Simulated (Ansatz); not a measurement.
# C₃H₄AlF: small, medium and large basis sets

The task here is to estimate one member of a computed series from the others.

Computed with Ansatz 0.2.0, Gaussian basis. Level: one geometry, several basis sets.

The runs, in order: PBE0-D4/def2-SVP; ωB97M-V/def2-SVP; PBE0-D4/def2-QZVPP; ωB97M-V/def2-QZVPP; the functionals' def2-TZVPP values are taken from earlier runs.

### The relaxed structure

All runs share one geometry, relaxed beforehand with PBE0-D4 in a triple-zeta def2 set.

SMILES `C=[C]1[AlH][CH]1F`, 9 atoms, charge 0, spin multiplicity 1.

Atoms are counted from 1 here; the program's logs count them from 0.

Bond lengths: C1–C2 1.336 Å, C1–H6 1.085 Å, C1–H7 1.089 Å, C2–Al3 1.887 Å, C2–C4 1.489 Å, Al3–C4 1.964 Å, Al3–H8 1.576 Å, C4–F5 1.379 Å, C4–H9 1.096 Å. Angles: C2–C1–H6 121.2°, C2–C1–H7 122.1°, H6–C1–H7 116.7°, C1–C2–Al3 133.8°, C1–C2–C4 129.0°, Al3–C2–C4 70.0°, C2–Al3–C4 45.5°, C2–Al3–H8 153.0°, C4–Al3–H8 159.1°, C2–C4–Al3 64.5°, C2–C4–F5 119.1°, C2–C4–H9 111.9°, Al3–C4–F5 134.0°, Al3–C4–H9 110.8°, F5–C4–H9 108.9°.

The first run:

Input file in.yaml:

```yaml
crystal:
  periodic: [false, false, false]
  atoms:
    - {symbol: C, position_ang: [0.616210, 0.856988, 1.130275]}
    - {symbol: C, position_ang: [0.418581, -0.182119, 0.314771]}
    - {symbol: Al, position_ang: [-1.073008, -1.268302, -0.078856]}
    - {symbol: C, position_ang: [0.164999, -0.186567, -1.152641]}
    - {symbol: F, position_ang: [0.056198, 1.016045, -1.817832]}
    - {symbol: H, position_ang: [0.585443, 0.739739, 2.208465]}
    - {symbol: H, position_ang: [0.827535, 1.856123, 0.752398]}
    - {symbol: H, position_ang: [-2.382299, -2.051617, 0.314940]}
    - {symbol: H, position_ang: [0.874941, -0.826391, -1.688719]}
basis:
  gaussian: {orbitals: def2-SVP}
hamiltonian: {xc: pbe0, dispersion: d4}
output: {orbitals: {seedname: orbitals}}
```

Started as:

```
$ ansatz run in.yaml --threads 2 --pin off --events-out ev --progress --plain --max-ram 4352MiB
```

Steps of the session up to this table: PBE0-D4 in def2-SVP; ωB97M-V in def2-SVP; PBE0-D4 in def2-QZVPP; ωB97M-V in def2-QZVPP.

One table of the session follows, with a row left open; its other results are not shown here.

It belongs to the step «Functionals by basis». 

| functional | basis | HOMO (eV) | LUMO (eV) |
| --- | --- | --- | --- |
| PBE0-D4 | def2-SVP | -6.36 | -1.72 |
| PBE0-D4 | def2-TZVPP | -6.43 | -1.79 |
| PBE0-D4 | def2-QZVPP | -6.45 | -1.82 |
| ωB97M-V | def2-SVP | -8.41 | 0.01 |
| ωB97M-V | def2-TZVPP | ? | ? |
| ωB97M-V | def2-QZVPP | -8.53 | -0.27 |

**Question.** Estimate the row for ωB97M-V, def2-TZVPP.

As computed: HOMO (eV): -8.50; LUMO (eV): -0.13. In the column «HOMO (eV)» it lies between ωB97M-V, def2-QZVPP (-8.53) and ωB97M-V, def2-SVP (-8.41).
